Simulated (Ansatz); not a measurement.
**Al (Al (110), 5 layers): how the settings move a single-point run**

Question: which choices in the input matter for Al (Al (110), 5 layers)?

Computed with Ansatz 0.2.0 (reference: DFT, LDA, PAW with Ansatz's default frozen-core files, scalar-relativistic, unless a step's input says otherwise).

## 1. The starting structure

The structure is orthorhombic, space group Pmmm (No. 47). Conventional cell: a = 2.817 Å, b = 3.984 Å, c = 21.634 Å, α = 90.00°, β = 90.00°, γ = 90.00°. Al (site symmetry mm2) is surrounded by 7 Al at 2.71 to 2.82 Å. Al (site symmetry mm2) has 11 Al at 2.77 to 2.82 Å as nearest neighbours. Around Al (site symmetry mmm) lie 12 Al at 2.71 to 2.82 Å.

As a file:

```
CELL_PARAMETERS angstrom
2.81680 0.00000 0.00000
0.00000 3.98356 0.00000
0.00000 0.00000 21.63360
ATOMIC_POSITIONS crystal
Al 0.00000 0.00000 0.37493
Al 0.50000 0.50000 0.43522
Al 0.00000 0.00000 0.50000
Al 0.50000 0.50000 0.56478
Al 0.00000 0.00000 0.62507
```

## 2. Reference

input.yaml

```yaml
crystal:
  lattice:
    - [2.8168008949, 0.0, 0.0]
    - [0.0, 3.983558028, 0.0]
    - [0.0, 0.0, 21.6336]
  atoms:
    - { symbol: Al, position: [0.0, 0.0, 0.3749259573] }
    - { symbol: Al, position: [0.5, 0.5, 0.4352217579] }
    - { symbol: Al, position: [0.0, 0.0, 0.4999999954] }
    - { symbol: Al, position: [0.5, 0.5, 0.5647782477] }
    - { symbol: Al, position: [0.0, 0.0, 0.6250740417] }
kpoints:
  mp_grid: { grid: [13, 9, 1] }
scf:
  occupations: { method: fermi_dirac, width: 0.05 }
hamiltonian:
  xc: lda
  pseudopotentials: { kind: paw }
output:
  forces: true
  stress: true
  eigenvalues: true
efield:
  axis: 3
  amplitude: 0.3
  dipole_correction: true
```

Started as:

```
ansatz run input.yaml --threads 2 --pin off --max-ram 4096MiB --backend cpu --events-out ev --progress --plain --runs-dir out
```

Excerpt of the output:

```text
[...]
Basis set: ecut = 420 eV, 4765 PW (Γ)
[...]
k-points: 35 of 117
[...]
SCF iter   1: F=—  HF=-2564.173225 eV  |F-HF|=—  |Δ(HF+E_count)|=         —  Δρ=1.93e-2  dr2=8.24e0  ethr=3.10e-3  p=0.154 e·Å  D=1.15e-1 V/Å  ΔV_dip=-2.49 eV  dr2_dipole=5.59e-5  V_vac-E_F(+/−)=8.24/5.09 eV  ⟨swp⟩=10.3  Hψ=4203  notcnv=0
[...]
preconditioner: auto → LDOS  [metal: Δε(μ)=0.024 eV  Ē_g=6.825 eV  σ=0.050 eV  W_gap=0.12  n_scr=20 (ndim 8)  ℏωp=9.2 eV  f_vac=0.510  D(μ)=2.62/eV (n_scr^D=8)  β→1.0]
SCF iter   2: F=—  HF=-2562.922614 eV  |F-HF|=—  |Δ(HF+E_count)|=    1.25e0  Δρ=1.01e-2  dr2=5.00e-1  ethr=3.10e-3  p=0.163 e·Å  D=1.21e-1 V/Å  ΔV_dip=-2.63 eV  dr2_dipole=6.96e-4  V_vac-E_F(+/−)=5.39/2.37 eV  ⟨swp⟩=4.1  Hψ=1378  notcnv=0  defer=11
[...]
SCF iter   7: F=—  HF=-2562.832438 eV  |F-HF|=—  |Δ(HF+E_count)|=   1.11e-6  Δρ=6.67e-6  dr2=1.59e-6  ethr=1.55e-8  p=0.161 e·Å  D=1.20e-1 V/Å  ΔV_dip=-2.59 eV  dr2_dipole=9.16e-7  V_vac-E_F(+/−)=5.54/2.48 eV  ⟨swp⟩=2.1  Hψ=629  notcnv=0  defer=6
SCF iter   8: F=-2562.832438 eV  HF=-2562.832438 eV  |F-HF|=2.07e-8  |Δ(HF+E_count)|=   6.60e-8  Δρ=1.82e-6  dr2=1.23e-8  ethr=6.67e-10  p=0.161 e·Å  D=1.20e-1 V/Å  ΔV_dip=-2.59 eV  dr2_dipole=2.01e-9  V_vac-E_F(+/−)=5.54/2.48 eV  ⟨swp⟩=9.8  Hψ=3020  notcnv=0
[...]
SCF converged after 8 iterations
Free energy (F): -2562.832438 eV
[...]
E sigma→0 (E₀):  -2562.826430 eV
[...]
Fermi energy:    -0.016793 eV
Dipole field:    D = 0.119829 V/Å  (p = 0.160751 e·Å, saw-weighted, corrected)
[...]
  P = ⅓ Tr σ = -0.3093 GPa (-3.093 kbar)
[...]
```

Run time: 8.8 s. Hardware: 2 threads of Arm Neoverse V1, shared host; peak memory 0.39 GiB.

## 3. Changed: eigensolver.kind davidson

input.yaml: that of step 2 with these lines changed.

```diff
@@ -15,2 +15,3 @@
   occupations: { method: fermi_dirac, width: 0.05 }
+  eigensolver: { kind: davidson }
 hamiltonian:
```

Started as:

```
ansatz run input.yaml --threads 2 --pin off --max-ram 4096MiB --backend cpu --events-out ev --progress --plain --runs-dir out
```

What it wrote:

```text
Engine: ansatz 0.2.0
Pseudopotentials: kind: paw
Pseudopotential: Al, paw, valence charge 3, recommended cutoff 420 eV (normal)
Functional definition: SPW92
  exchange = slater_x
  correlation = pw_c
Crystal: 5 atoms, lattice volume = 242.748 Å³
Basis set: ecut = 420 eV, 4765 PW (Γ)
Bands: 13, of which v1, the nominal top of the filled ones, is band 8 counted from 1 (7 counted from 0)
Symmetry: 4 space group operations
k-points: 35 of 117
Non-local potential: Al, projectors of the file, l = 0: 2, l = 1: 2, l = 2: 1
PAW form: soft (Blöchl's): semilocal exchange-correlation on the pseudo side does not see the compensation charge
PAW frozen core: Al, regenerated for the run's functional, and the local potential with it (the file was generated under x = pbe(κ = 0.804, μ = 0.2195149727645171), c = pbe(β = 0.06672455060314922))
PAW one-centre angular grid: Al, 110 points (default); XC on 64 Gauss nodes
Initial density: superposition of atomic densities (neutral atoms: chi_scale 0, normalization atom, screened)
Initial wavefunctions: pseudopotential atomic-orbital guess
Functional: x = slater, c = lda
iter 1 solved again at ethr=5.38e-2 eV; its pass at ethr=1.00e-1 eV (dr2=8.07e0 eV) is discarded
SCF iter   1: F=—  HF=-2564.159311 eV  |F-HF|=—  |Δ(HF+E_count)|=         —  Δρ=1.92e-2  dr2=8.14e0  ethr=5.38e-2  p=0.154 e·Å  D=1.15e-1 V/Å  ΔV_dip=-2.49 eV  dr2_dipole=3.16e-5  V_vac-E_F(+/−)=8.24/5.08 eV  ⟨swp⟩=2.0  Hψ=2790  notcnv=0
efield: sawtooth ramp at fractional position 0.9500 (placed from the atoms, in the widest stretch of the axis that holds none; the zero of the levels goes with the place), width 0.1000; the density the first Hamiltonian is built on has a dipole p = 0.154 e·Å; the dipole correction subtracts the counter field D = 1.15e-1 V/Å, which shifts the + side's vacuum level by -2.49 eV against the − side's; the planar-averaged density in the ramp window peaks in size at 1.3e-7 e/Å³
preconditioner: auto → LDOS  [metal: Δε(μ)=0.026 eV  Ē_g=6.851 eV  σ=0.050 eV  W_gap=0.13  n_scr=20 (ndim 8)  ℏωp=9.2 eV  f_vac=0.510  D(μ)=2.61/eV (n_scr^D=8)  β→1.0]
iter 2 solved again at ethr=2.39e-3 eV; its pass at ethr=5.38e-2 eV (dr2=3.59e-1 eV) is discarded
SCF iter   2: F=—  HF=-2562.908898 eV  |F-HF|=—  |Δ(HF+E_count)|=    1.25e0  Δρ=9.70e-3  dr2=4.19e-1  ethr=2.39e-3  p=0.163 e·Å  D=1.22e-1 V/Å  ΔV_dip=-2.64 eV  dr2_dipole=6.57e-4  V_vac-E_F(+/−)=5.44/2.43 eV  ⟨swp⟩=5.3  Hψ=2485  notcnv=0  defer=36
eigensolver tolerance schedule calibrated: the retry pair's looser diagonalisation under-reported the residual by θ = 0.14 (0.11/decade); ethr = c·dr2/N_el runs at the constant in force after the calibration composes with the one it found (an armed cap, an earlier calibration), c = 8.9e-2
SCF iter   3: F=—  HF=-2562.834449 eV  |F-HF|=—  |Δ(HF+E_count)|=   7.44e-2  Δρ=1.50e-3  dr2=2.07e-2  ethr=2.39e-3  p=0.160 e·Å  D=1.19e-1 V/Å  ΔV_dip=-2.58 eV  dr2_dipole=1.51e-5  V_vac-E_F(+/−)=5.77/2.70 eV  ⟨swp⟩=3.9  Hψ=1170  notcnv=0  defer=22
SCF iter   4: F=—  HF=-2562.832915 eV  |F-HF|=—  |Δ(HF+E_count)|=   1.53e-3  Δρ=4.24e-4  dr2=4.80e-3  ethr=1.22e-4  p=0.161 e·Å  D=1.20e-1 V/Å  ΔV_dip=-2.59 eV  dr2_dipole=2.90e-5  V_vac-E_F(+/−)=5.57/2.51 eV  ⟨swp⟩=5.0  Hψ=1447  notcnv=0  defer=31
SCF iter   5: F=—  HF=-2562.832378 eV  |F-HF|=—  |Δ(HF+E_count)|=   5.37e-4  Δρ=1.01e-4  dr2=1.49e-4  ethr=2.84e-5  p=0.160 e·Å  D=1.19e-1 V/Å  ΔV_dip=-2.58 eV  dr2_dipole=1.97e-5  V_vac-E_F(+/−)=5.54/2.48 eV  ⟨swp⟩=3.6  Hψ=906  notcnv=0  defer=30
SCF iter   6: F=—  HF=-2562.832445 eV  |F-HF|=—  |Δ(HF+E_count)|=   6.69e-5  Δρ=4.83e-5  dr2=8.85e-5  ethr=8.79e-7  p=0.161 e·Å  D=1.20e-1 V/Å  ΔV_dip=-2.60 eV  dr2_dipole=2.27e-5  V_vac-E_F(+/−)=5.53/2.48 eV  ⟨swp⟩=5.4  Hψ=1274  notcnv=0  defer=15
SCF iter   7: F=—  HF=-2562.832440 eV  |F-HF|=—  |Δ(HF+E_count)|=   5.17e-6  Δρ=2.67e-5  dr2=2.34e-5  ethr=5.23e-7  p=0.161 e·Å  D=1.20e-1 V/Å  ΔV_dip=-2.59 eV  dr2_dipole=3.85e-7  V_vac-E_F(+/−)=5.53/2.48 eV  ⟨swp⟩=2.3  Hψ=771  notcnv=0  defer=11
SCF iter   8: F=—  HF=-2562.832437 eV  |F-HF|=—  |Δ(HF+E_count)|=   2.30e-6  Δρ=1.16e-5  dr2=4.11e-6  ethr=1.38e-7  p=0.161 e·Å  D=1.20e-1 V/Å  ΔV_dip=-2.59 eV  dr2_dipole=3.76e-8  V_vac-E_F(+/−)=5.54/2.48 eV  ⟨swp⟩=2.2  Hψ=761  notcnv=0  defer=9
SCF iter   9: F=—  HF=-2562.832438 eV  |F-HF|=—  |Δ(HF+E_count)|=   4.20e-7  Δρ=5.88e-6  dr2=1.22e-6  ethr=2.43e-8  p=0.161 e·Å  D=1.20e-1 V/Å  ΔV_dip=-2.59 eV  dr2_dipole=8.59e-11  V_vac-E_F(+/−)=5.54/2.48 eV  ⟨swp⟩=4.9  Hψ=1039  notcnv=0  defer=6
SCF iter  10: F=—  HF=-2562.832438 eV  |F-HF|=—  |Δ(HF+E_count)|=   1.09e-7  Δρ=3.20e-6  dr2=3.62e-7  ethr=7.23e-9  p=0.161 e·Å  D=1.20e-1 V/Å  ΔV_dip=-2.59 eV  dr2_dipole=1.58e-10  V_vac-E_F(+/−)=5.54/2.48 eV  ⟨swp⟩=2.2  Hψ=755  notcnv=0  defer=5
SCF iter  11: F=-2562.832438 eV  HF=-2562.832438 eV  |F-HF|=1.39e-8  |Δ(HF+E_count)|=   2.51e-8  Δρ=6.72e-7  dr2=1.47e-8  ethr=2.14e-9  p=0.161 e·Å  D=1.20e-1 V/Å  ΔV_dip=-2.59 eV  dr2_dipole=5.61e-12  V_vac-E_F(+/−)=5.54/2.48 eV  ⟨swp⟩=3.6  Hψ=856  notcnv=0  defer=3
SCF 1 converged in 11 iterations: F = -2562.832438 eV  dr2 = 1.47e-8
  Residual-converged pass: ⟨swp⟩=4.8  Hψ=1393  notcnv=0  max |occ|·‖R‖ = 6.5e-6 eV (tolerance 6.7e-6 eV)  dr2=5.39e-9  dr2_onsite=1.01e-10  max |Δocc| = 4.2e-9
SCF converged after 11 iterations
Free energy (F): -2562.832438 eV
Harris-Foulkes:  -2562.832438 eV  (|F-HF|=1.39e-8)
Internal energy: -2562.820423 eV  (E = F + TS)
E sigma→0 (E₀):  -2562.826430 eV
Entropy (-TS):   -0.012015 eV (-2.403 meV/atom)
Fermi energy:    -0.016826 eV
Dipole field:    D = 0.119882 V/Å  (p = 0.160824 e·Å, saw-weighted, corrected)
Work function:   not extracted (applied field tilts the vacuum); planar V_es + V_field profile in the machine report
Levels:          The Fermi level and band energies are counted from a zero that moves with the ramp; work functions are not
--- Per-component energies (eV) ---
  E_band       = -64.254690
  E_kinetic    = 111.839667
  E_local      = -2959.690228  (includes V_loc(G=0)·N_el)
  E_nonlocal   = 56.202243
  E_hartree    = 1445.500289
  E_xc         = -194.366667
  E_vxc        = -143.394054  (∫ρ·V_xc dr)
  E_paw        = -2216.519977  (= ΣΔE_a)
  E_vpaw       = -20.178775  (= ΣTr[D̂ρ^β])
  E_aug_tail   = -0.000019  (compensation charges beyond the density's cutoff)
  E_efield     = -0.038607  (sawtooth field / dipole correction)
  E_vefield    = -0.028967  (∫n·V_field dr)
  E_ewald      = 1193.974294
  E_core_change = 0.278583  (= ΣΔE_core)
  E_smearing   = -0.012015  (= −TS)
  E_closure    = 0.000000  (closes the sum)
  Σ components = -2562.832438   (vs F -2562.832438, Δ=0.00e0)
--- Forces (eV/Å), atoms counted from 1 ---
  atom   1  Al     0.00000000     0.00000000    -0.00067933
  atom   2  Al     0.00000000     0.00000000    -0.00013823
  atom   3  Al     0.00000000     0.00000000    -0.00370088
  atom   4  Al     0.00000000     0.00000000     0.00014923
  atom   5  Al     0.00000000     0.00000000     0.00435736
  max |Σ_I F_I| component: 1.19e-5 eV/Å
--- Stress (GPa, compression-positive) ---
       -0.779821       0.000000       0.000000
        0.000000      -0.157790       0.000000
        0.000000       0.000000       0.009602
  P = ⅓ Tr σ = -0.3093 GPa (-3.093 kbar)
--- Band table (eV; the first three rows and the last of 35) ---
  k-point 0: bands = ["-10.9850", "-9.1993", "-6.3976", "-3.4644", "-2.6464", "-1.1648", "-1.0087", "-0.7274", "0.6380", "1.7656", "2.0795", "3.1116", "3.6933"]
  k-point 1: bands = ["-10.8710", "-9.0879", "-6.2955", "-3.8878", "-3.3897", "-2.1421", "-0.7339", "0.2736", "0.8406", "1.8359", "2.3104", "3.2272", "3.8541"]
  k-point 2: bands = ["-10.5297", "-8.7554", "-6.0425", "-5.4066", "-3.8217", "-2.9624", "-1.2482", "0.1710", "2.0158", "2.4483", "2.7154", "3.6276", "4.1990"]
  k-point 34: bands = ["-5.3530", "-4.3922", "-3.9295", "-3.7282", "-2.9614", "-2.7299", "-2.2298", "-1.1370", "-0.9019", "0.2308", "0.6656", "1.5472", "1.6866"]
```

Run time: 11 s. Hardware: 2 threads of Arm Neoverse V1, shared host; peak memory 0.34 GiB.

Same state: the changed solver leaves the energy within 0.5 meV/atom. Cost: 11 SCF cycles against 8.

## 4. Comparison

| run | ending | energy change | gap (eV) | force (eV/Å) | cycles | time |
| --- | --- | --- | --- | --- | --- | --- |
| reference | converged | 0 | 0.00 | 0.00 | 8 | 8.8 s |
| 1: eigensolver.kind davidson | converged | 0.0 meV/atom | 0.00 | 0.00 | 11 | 11 s |

Residual by cycle in the longest SCF loop of each run; runs are numbered as in the table. The quantity is the density residual dr2, in eV.

| cycle | reference | run 1 |
| --- | --- | --- |
| 1 | 8.24 | 8.14 |
| 2 | 0.5 | 0.419 |
| 3 | 0.0345 | 0.0207 |
| 4 | 0.00426 | 0.0048 |
| 5 | 2.3e-5 | 1.5e-4 |
| 6 | 2.3e-6 | 8.8e-5 |
| 7 | 1.6e-6 | 2.3e-5 |
| 8 | 1.2e-8 | 4.1e-6 |
| 9 | - | 1.2e-6 |
| 10 | - | 3.6e-7 |
| 11 | - | 1.5e-8 |

With the changed solver the energy agrees within 0.5 meV/atom. Cost: 11 SCF cycles against 8.
